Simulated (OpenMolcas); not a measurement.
**Co⁴⁺ among point charges: CASSCF and CASPT2 levels and susceptibility**

How does a field of 6 point charges split the states of Co⁴⁺, and what χT follows?

Method: state-averaged CASSCF and CASPT2, spin-orbit coupling by RASSI with atomic mean-field integrals. Code: OpenMolcas 26.06.

### 1 The atom as given

| Item | Value |
| --- | --- |
| Species | Co⁴⁺ (cobalt, Z = 27, 23 electrons) |
| Basis | ANO-RCC-VTZP [6s5p3d2f1g], 59 functions |
| Scalar Hamiltonian | DKH2, point nucleus |
| Inactive shells | 1s 2s 2p 3s 3p |
| Active space | 5 electrons in 5 orbitals (3d) |
| Some configurations of this space | 3d⁵ |
| Orbitals | optimised for each spin and parity, averaged over all roots |

The outer shells:

3d5
```
3d [↑ ][↑ ][↑ ][↑ ][↑ ]
```

The ion sits among 6 point charges of -2.2 e arranged as a trigonal prism (D3h), 1.97 Å from the ion, with a polar angle of 42.2° against the regular 49.1°.

The work runs as a chain of OpenMolcas steps in one folder; each step below is one input file. Labels, J, g values, rates, χT and fits are worked out afterwards by a script from the matrices that RASSI stores.

### 2 GATEWAY and SEWARD: basis and integrals

a.inp

```
&GATEWAY
Coord
1

Co 0.0 0.0 0.0
Basis=ANO-RCC-VTZP
Group=NoSym
NoMove
AngMom=0.0 0.0 0.0
AMFI
XField
6 Angstrom 0
1.323952 0.000000 1.458784 -2.200000
-0.661976 1.146576 1.458784 -2.200000
-0.661976 -1.146576 1.458784 -2.200000
1.323952 0.000000 -1.458784 -2.200000
-0.661976 1.146576 -1.458784 -2.200000
-0.661976 -1.146576 -1.458784 -2.200000
&SEWARD
```

On the command line:

```console
> OMP_NUM_THREADS=1 MOLCAS_MEM=1689 MOLCAS_PROJECT=a pymolcas a.inp > a.log
```

Log:

```text
Basis set label: CO.ANO-RCC...6S5P3D2F1G.

      Electronic valence basis set:
      ------------------
      Associated Effective Charge  27.000000 au
      Associated Actual Charge     27.000000 au
      Nuclear Model: Point charge

      Shell  nPrim  nBasis  Cartesian Spherical Contaminant
         s      21       6        X
         p      15       5        X
         d      10       3                 X
         f       6       2                 X
         g       4       1                 X
                  Relativistic Douglas-Kroll-Hess integrals:
                    - DKH order of Hamiltonian: 2
                    - DKH order of Properties : 0
                  Atomic mean-field integrals
```

### 3 Reference wave functions, sextets, 1 root

a.inp

```
&RASSCF
FileOrb=start.orb
Symmetry=1
Spin=6
nActEl=5 0 0
Inactive=9
Ras2=5
CIRoot=1 1 1
SDav=1
CIMx=300
Iter=120 100
PrWF=0.3
OrbListing=Nothing
MaxOrb=0
>>> COPY $Project.JobIph JOB001
```

start.orb holds the contracted functions of the basis, ordered by shell, or the orbitals of the step before.

Log, cut to the lines that bear on the results:

```text
[...]
      Number of active orbitals                  5
[...]
      Spin quantum number                      2.5
[...]
      Active orbitals                            5
[...]
      Number of CSFs                             1
      Number of root(s) required                 1
[...]
      Convergence after 14 iterations
[...]
      Natural orbitals and occupation numbers for root  1
      sym 1:   1.000000   1.000000   1.000000   1.000000   1.000000
::    RASSCF root number  1 Total energy:  -1402.23022825
```

### 4 Reference wave functions, quartets, 24 roots

a.inp

```
&RASSCF
FileOrb=start.orb
Symmetry=1
Spin=4
nActEl=5 0 0
Inactive=9
Ras2=5
CIRoot=24 24 1
SDav=24
CIMx=300
Iter=120 100
PrWF=0.3
OrbListing=Nothing
MaxOrb=0
>>> COPY $Project.JobIph JOB002
```

Log, cut to the lines that bear on the results:

```text
[...]
      Number of active orbitals                  5
[...]
      Spin quantum number                      1.5
[...]
      Active orbitals                            5
[...]
      Number of CSFs                            24
      Number of root(s) required                24
[...]
      Convergence after 10 iterations
[...]
      Natural orbitals and occupation numbers for root  1
      sym 1:   1.246491   0.753509   1.000000   0.753509   1.246491
      Natural orbitals and occupation numbers for root  2
      sym 1:   1.246516   0.753484   1.000000   0.753484   1.246516
      Natural orbitals and occupation numbers for root  3
      sym 1:   1.000000   1.000000   0.694083   1.000000   1.305917
::    RASSCF root number  1 Total energy:  -1402.04665563
::    RASSCF root number  2 Total energy:  -1402.04663921
::    RASSCF root number  3 Total energy:  -1402.04185772
[...]
::    RASSCF root number 21 Total energy:  -1401.89755804
::    RASSCF root number 22 Total energy:  -1401.89755804
::    RASSCF root number 23 Total energy:  -1401.89484968
::    RASSCF root number 24 Total energy:  -1401.89484968
```

### 5 Reference wave functions, doublets, 75 roots

a.inp

```
&RASSCF
FileOrb=start.orb
Symmetry=1
Spin=2
nActEl=5 0 0
Inactive=9
Ras2=5
CIRoot=75 75 1
SDav=75
CIMx=300
Iter=120 100
PrWF=0.3
OrbListing=Nothing
MaxOrb=0
>>> COPY $Project.JobIph JOB003
```

On the command line:

```console
> OMP_NUM_THREADS=1 MOLCAS_MEM=1689 MOLCAS_PROJECT=a pymolcas a.inp > a.log
```

Log, cut to the lines that bear on the results:

```text
[...]
      Number of active orbitals                  5
[...]
      Spin quantum number                      0.5
[...]
      Active orbitals                            5
[...]
      Number of CSFs                            75
      Number of root(s) required                75
[...]
      Convergence after  8 iterations
[...]
      Natural orbitals and occupation numbers for root  1
      sym 1:   1.333661   0.624549   0.998797   0.624795   1.418198
      Natural orbitals and occupation numbers for root  2
      sym 1:   1.418198   0.624795   1.333661   0.624549   0.998797
      Natural orbitals and occupation numbers for root  3
      sym 1:   1.169560   0.751761   1.157357   0.751761   1.169560
::    RASSCF root number  1 Total energy:  -1401.96205650
::    RASSCF root number  2 Total energy:  -1401.96205650
::    RASSCF root number  3 Total energy:  -1401.96115725
[...]
::    RASSCF root number 27 Total energy:  -1401.90819269
::    RASSCF root number 28 Total energy:  -1401.90693866
::    RASSCF root number 29 Total energy:  -1401.90693083
::    RASSCF root number 30 Total energy:  -1401.90430984
```

### 6 RASSI: spin-orbit coupling between the states

a.inp

```
&RASSI
NrOfJobIphs=3 1 24 75
1
1 2 3 4 5 6 7 8 9 10 11 12 13 14 15 16 17 18 19 20 21 22 23 24
1 2 3 4 5 6 7 8 9 10 11 12 13 14 15 16 17 18 19 20 21 22 23 24 25 26 27
28 29 30 31 32 33 34 35 36 37 38 39 40 41 42 43 44 45 46 47 48 49 50 51
52 53 54 55 56 57 58 59 60 61 62 63 64 65 66 67 68 69 70 71 72 73 74 75
IphNames
JOB001
JOB002
JOB003
EJob
SpinOrbit
DIPRint=1.0
SOCoupling=1000.0
Subsets=2
Property=9
'ANGMOM' 1 'ANGMOM' 2 'ANGMOM' 3 'MLTPL  1' 1 'MLTPL  1' 2 'MLTPL  1' 3
'AMFI' 1 'AMFI' 2 'AMFI' 3
SOProperty=3
'ANGMOM' 1 'ANGMOM' 2 'ANGMOM' 3
```

On the command line:

```console
> OMP_NUM_THREADS=1 MOLCAS_MEM=1689 MOLCAS_PROJECT=a pymolcas a.inp > a.log
```

Log, cut to the lines that bear on the results:

```text
SPIN-FREE ENERGIES:
  (Shifted by EMIN (a.u.) =      -1402.2302282516)
 SF State       Relative EMIN(au)   Rel lowest level(eV)    D:o, cm**(-1)      L_eff
     1             0.0000000000        0.0000000000              0.0000         0.0
     2             0.1835726250        4.9952656041          40289.5342         3.9
     3             0.1835890442        4.9957123919          40293.1378         3.9
     4             0.1883705366        5.1258234290          41342.5541         3.9
     5             0.1883705366        5.1258234290          41342.5541         3.9
     6             0.1898461545        5.1659770362          41666.4148         3.7
     7             0.1898461550        5.1659770498          41666.4149         3.7
     8             0.1912084473        5.2030469137          41965.4035         4.0
     9             0.1912084473        5.2030469137          41965.4035         4.0
    10             0.1941689786        5.2836070750          42615.1650         4.0
[...]
Eigenvalues of complex Hamiltonian:
   -----------------------------------
  (Shifted by EMIN (a.u.) =      -1402.2302282516)
 SO State       Relative EMIN(au)   Rel lowest level(eV)    D:o, cm**(-1)     J-value
     1            -0.0002369252        0.0000000000              0.0000         1.2
     2            -0.0002369252        0.0000000000              0.0000         1.2
     3            -0.0002325452        0.0001191832              0.9613         2.1
     4            -0.0002325452        0.0001191832              0.9613         2.1
     5            -0.0002303650        0.0001785113              1.4398         2.5
     6            -0.0002303650        0.0001785113              1.4398         2.5
     7             0.1826078978        4.9754611001          40129.8001         2.9
     8             0.1826078978        4.9754611001          40129.8001         2.9
     9             0.1829584388        4.9849998062          40206.7350         2.9
    10             0.1829584388        4.9849998062          40206.7350         2.9
    11             0.1833595185        4.9959137406          40294.7618         2.9
[...]
```

These steps took 25 s in all on 1 thread, shared host.

Spin-free states, with their symmetry labels:

```tsv
state	degeneracy	E (cm-1)	free-ion L (%)
6A1	1	0	S (100)
4A2	1	40290	G (94)
4A1	1	40293	G (94)
4E	2	41343	G (94)
4E	2	41666	G (83)
4E	2	41965	G (100)
4A1	1	42615	G (100)
4E	2	45925	P (47)
4A2	1	48677	P (100)
4E	2	51368	D (90)
4A1	1	52060	D (100)
4E	2	54818	D (53)
2E	2	58857	I (90)
2A1	1	59054	I (92)
2A2	1	59056	I (92)
2E	2	59214	I (96)
2A1	1	59354	I (97)
2E	2	59747	I (96)
2E	2	60330	I (100)
doublet	2	60462	I (100)
2E	2	65696	D (61)
2A1	1	66748	F (80)
2A2	1	66752	F (80)
2E	2	67537	D (66)
```

With spin-orbit coupling:

| E (cm-1) | Degeneracy | Label | 2S+1 | g |
| --- | --- | --- | --- | --- |
| 0.0 | 2 | E1/2 | 6 | 0.00 0.00 10.01 |
| 1.0 | 2 | E3/2 | 6 | 0.00 0.00 6.01 |
| 1.4 | 2 | E1/2 | 6 | 2.00 6.01 6.01 |
| 40130 | 2 | E3/2 | 4 | 0.00 0.00 11.99 |
| 40207 | 2 | E1/2 | 4 | 0.13 0.13 8.00 |
| 40295 | 2 | E1/2 | 4 | 0.13 0.13 4.02 |
| 40416 | 2 | E3/2 | 4 | 0.00 0.00 0.03 |
| 41149 | 2 | E1/2 | 4 | 0.00 0.00 9.98 |
| 41217 | 2 | E1/2 | 4 | 0.00 0.00 6.52 |
| 41366 | 2 | E3/2 | 4 | 0.00 0.00 2.32 |
| 41440 | 2 | E1/2 | 4 | 0.00 0.00 7.44 |
| 41507 | 2 | E1/2 | 4 | 0.06 0.06 1.80 |
| 41621 | 2 | E3/2 | 4 | 0.00 0.00 3.66 |
| 41762 | 2 | E1/2 | 4 | 0.14 1.34 1.34 |
| 41883 | 2 | E1/2 | 4 | 1.04 1.04 3.94 |
| 41948 | 2 | E1/2 | 4 | 0.00 0.00 2.02 |
| 41971 | 2 | E1/2 | 4 | 0.00 0.00 14.00 |
| 41988 | 2 | E1/2 | 4 | 0.01 0.01 6.02 |
| 41994 | 2 | E3/2 | 4 | 0.00 0.00 10.01 |
| 42605 | 2 | E1/2 | 4 | 2.00 3.76 3.76 |
| 42621 | 2 | E3/2 | 4 | 0.00 0.00 6.00 |
| 45281 | 2 | E1/2 | 4 | 0.00 0.00 7.97 |
| 45602 | 2 | E3/2 | 4 | 0.00 0.00 3.99 |
| 46008 | 2 | E1/2 | 4 | 0.06 0.36 0.36 |

The table of states holds 24 of 64 computed; the rest, higher up, is left out. Labels of spin-orbit levels are those of the rotation subgroup (D3 for D3h). Principal g values are given for doublets only; a zero marks a field direction without first-order Zeeman splitting.

Powder χT (cm³ K/mol): 4.34 at 2 K, 4.38 at 5 K, 4.38 at 10 K, 4.38 at 20 K, 4.38 at 50 K, 4.38 at 100 K, 4.39 at 150 K, 4.39 at 200 K, 4.39 at 250 K, 4.39 at 300 K.

Orbitals of the lowest block (energies include the constant potential of the surroundings):

```tsv
shell	space	energy (hartree)	mean occupation	⟨r²⟩ (bohr²)
1s	inactive	-284.4594	2.000	0.00421
2s	inactive	-34.2052	2.000	0.0761
2p	inactive	-28.9736	6.000	0.0618
3s	inactive	-3.2733	2.000	0.683
3p	inactive	-1.6547	6.000	0.744
3d	RAS2		5.000	0.942
```

(Part 1 of 2 ends here.)
